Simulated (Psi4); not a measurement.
# TPSSh/def2-SVP (core potential) run of InCl2F (SMILES [F][In]([Cl])[Cl])

What is the vertical ionisation energy of InCl2F at TPSSh/def2-SVP (core potential)? 

The calculation is run with Psi4 1.11.

6 further runs of the same task are left out: 4 that didn't finish, 2 set aside as unsound or not needed.

### Step 1. The structure to begin with

The species is InCl2F (4 atoms), meant as a singlet with charge 0. As SMILES, `[F][In]([Cl])[Cl]`. The coordinates come from a PBE0-D4/def2-TZVP relaxation.

Bond lengths: F1–In2 1.926 Å, In2–Cl3 2.285 Å, In2–Cl4 2.285 Å. Angles: F1–In2–Cl3 117.6°, F1–In2–Cl4 117.6°, Cl3–In2–Cl4 124.8°.

### Step 2. Energy and gradient at TPSSh/def2-SVP (core potential)

job.inp

```
memory 2.2 GB

molecule {
  0 1
  F      0.43633776     1.87479729     3.17266119
  In     0.03609377     0.01738548     0.06727425
  Cl     2.26804929    -3.65340752    -0.37000838
  Cl    -2.63560103     1.64727426    -2.90828851
  units au
  symmetry c1
}

set basis def2-SVP
set puream true
set e_convergence 1e-09
set d_convergence 1e-08
set scf_type pk
set dft_radial_points 99
set dft_spherical_points 590

E, wfn = gradient("tpssh", return_wfn=True)
oeprop(wfn, "QUADRUPOLE", "DIPOLE", "LOWDIN_CHARGES", title="TPSSH")
print_variables()
```

Run with:

```bash
$ psi4 -n 1 job.inp job.out
```

job.out, cut to the lines that bear on the results:

```text
[...]
    !!!  WARNING: ECP capability is in beta. Please check occupations closely.  !!!
[...]
  Running in c1 symmetry.
[...]
  Nuclear repulsion =  299.904224818262151
[...]
  Multiplicity = 1
[...]
  Nalpha       = 32
  Nbeta        = 32
[...]
    Number of basis functions: 76
[...]
   @RKS iter   1: -1209.95838254511364   -9.88572e-01   7.41016e-03 ADIIS/DIIS
[...]
   @RKS iter  12: -1210.08100606499920   -2.27374e-13   1.54876e-09 DIIS
[...]
    Orbital Energies [Eh]
    ---------------------
    Doubly Occupied:
       1A   -101.367847     2A   -101.367837     3A    -24.571204
       4A     -9.393643     5A     -9.393634     6A     -7.147261
       7A     -7.147250     8A     -7.140240     9A     -7.140229
      10A     -7.139560    11A     -7.139549    12A     -4.672809
      13A     -3.094292    14A     -3.087056    15A     -3.084499
      16A     -1.082271    17A     -0.840425    18A     -0.835034
      19A     -0.802217    20A     -0.799863    21A     -0.793121
      22A     -0.767456    23A     -0.761948    24A     -0.454356
      25A     -0.382075    26A     -0.381718    27A     -0.362359
      28A     -0.345495    29A     -0.334083    30A     -0.324956
      31A     -0.324743    32A     -0.321199
[...]
  @RKS Final Energy: -1210.08100606499920
   => Energetics <=
    Nuclear Repulsion Energy =            299.9042248182621506
    One-Electron Energy =               -2342.8694172830601019
    Two-Electron Energy =                 908.5376345991638800
    DFT Exchange-Correlation Energy =     -75.6534481993651440
    Empirical Dispersion Energy =           0.0000000000000000
    VV10 Nonlocal Energy =                  0.0000000000000000
    Total Energy =                      -1210.0810060649989737
[...]
  -Total Gradient:
     Atom            X                  Y                   Z
    ------   -----------------  -----------------  -----------------
       1       -0.001267930095    -0.005885248926    -0.009841231709
       2       -0.000122844939    -0.000623723032    -0.001017467845
       3       -0.006561728051     0.011086638088     0.001656935851
       4        0.007947245681    -0.004602101611     0.009160865712
[...]
 Multipole Moments:
 ------------------------------------------------------------------------------------
     Multipole            Electronic (a.u.)      Nuclear  (a.u.)        Total (a.u.)
 ------------------------------------------------------------------------------------
 L = 1.  Multiply by 2.5417464519 to convert [e a0] to [Debye]
 Dipole X            :          1.3965902           -1.4328124           -0.0362222
 Dipole Y            :          6.4822251           -6.6504950           -0.1682699
 Dipole Z            :         10.8419553          -11.1229823           -0.2810270
 Magnitude           :                                                    0.3295496
 L = 2.  Multiply by 1.3450342976 to convert [e a0^2] to [Debye ang]
 Quadrupole XX       :       -245.8074121          207.2722479          -38.5351641
 Quadrupole XY       :        209.9226043         -207.5578495            2.3647548
[...]
```

It took 28 s on 1 thread of Intel Xeon Platinum 8259CL at 2.50GHz (Skylake/Cascade Lake), shared host; peak memory 1.1 GiB.

### Step 3. The doublet cation: the energy at UTPSSh/def2-SVP (core potential)

input.inp

```
memory 2.2 GB

molecule geom {
  1 2
  F      0.230900     0.992100     1.678900
  In     0.019100     0.009200     0.035600
  Cl     1.200200    -1.933300    -0.195800
  Cl    -1.394700     0.871700    -1.539000
  symmetry c1
}

set {
  reference            uks
  puream               true
  e_convergence        1e-09
  d_convergence        1e-08
  scf_type             pk
  dft_radial_points    99
  dft_spherical_points 590
  maxiter              100
}

result, w = energy('tpssh/def2-SVP', return_wfn=True)
oeprop(w, 'MAYER_INDICES', 'QUADRUPOLE', 'MULLIKEN_CHARGES')
```

Run with:

```bash
$ psi4 -i input.inp -o input.out -n 1
```

input.out, cut to the lines that bear on the results:

```text
[...]
    !!!  WARNING: ECP capability is in beta. Please check occupations closely.  !!!
[...]
  Running in c1 symmetry.
[...]
  Nuclear repulsion =  299.904224814640884
[...]
  Multiplicity = 2
[...]
  Nalpha       = 32
  Nbeta        = 31
[...]
    Number of basis functions: 76
[...]
   @UKS iter   1: -1209.54775035723651   -5.95323e-01   6.71945e-03 ADIIS/DIIS
[...]
   @UKS iter  25: -1209.65708610845559   -4.09273e-12   7.83390e-09 DIIS
[...]
   @S^2 Observed:                7.532510425E-01
[...]
  @UKS Final Energy: -1209.65708610845559
   => Energetics <=
    Nuclear Repulsion Energy =            299.9042248146408838
    One-Electron Energy =               -2327.3776196817721029
    Two-Electron Energy =                 893.1276216380703090
    DFT Exchange-Correlation Energy =     -75.3113128793946487
    Empirical Dispersion Energy =           0.0000000000000000
    VV10 Nonlocal Energy =                  0.0000000000000000
    Total Energy =                      -1209.6570861084553599
[...]
 Multipole Moments:
 ------------------------------------------------------------------------------------
     Multipole            Electronic (a.u.)      Nuclear  (a.u.)        Total (a.u.)
 ------------------------------------------------------------------------------------
 L = 1.  Multiply by 2.5417464519 to convert [e a0] to [Debye]
 Dipole X            :          1.3102740           -1.4328123           -0.1225383
 Dipole Y            :          6.0823718           -6.6504950           -0.5681232
 Dipole Z            :         10.1730221          -11.1229823           -0.9499601
 Magnitude           :                                                    1.1136444
 L = 2.  Multiply by 1.3450342976 to convert [e a0^2] to [Debye ang]
 Quadrupole XX       :       -238.7725481          207.2722481          -31.5003000
 Quadrupole XY       :        204.7620506         -207.5578498           -2.7957992
[...]
  Mulliken Charges: (a.u.)
   Center  Symbol    Alpha    Beta     Spin     Total
       1     F     4.69655  4.60026  0.09629 -0.29681
       2    IN     9.95814 10.01851 -0.06037  1.02335
       3    CL     8.67264  8.19064  0.48199  0.13672
       4    CL     8.67267  8.19058  0.48209  0.13674
   Total alpha = 32.00000, Total beta = 31.00000, Total charge =  1.00000
  Mayer Bond Indices:
  Total Bond Index:
  Irrep: 1 Size: 4 x 4
[...]
```

It took 59 s on 1 thread of Intel Xeon Platinum 8259CL at 2.50GHz (Skylake/Cascade Lake), shared host; peak memory 1.1 GiB.

### Step 4. Summary of results

At TPSSh/def2-SVP (core potential):

```
                                          quantity           value
                      singlet InCl2F: total energy  -1210.08101 Eh
                     singlet InCl2F: dipole moment          0.84 D
                       singlet InCl2F: HOMO energy        -8.74 eV
                       singlet InCl2F: LUMO energy        -3.30 eV
                     singlet InCl2F: HOMO–LUMO gap         5.44 eV
          singlet InCl2F: largest force on an atom      0.668 eV/Å
                      doublet cation: total energy  -1209.65709 Eh
doublet cation: HOMO energy (highest over α and β)       -14.75 eV
 doublet cation: LUMO energy (lowest over α and β)       -14.27 eV
                              doublet cation: ⟨S²⟩           0.753
vertical ionisation energy (to the doublet cation)       11.535 eV
```

In words: Removing an electron at fixed nuclei costs 11.54 eV (266 kcal/mol). The largest force (singlet InCl2F) is 0.67 eV/Å: the shape isn't a stationary point for this species at this level. −ε(HOMO) before ionisation, 8.74 eV, is 2.80 eV below this ionisation energy. Mulliken charges (doublet cation) run from -0.30 on F1 to +1.02 on In2.
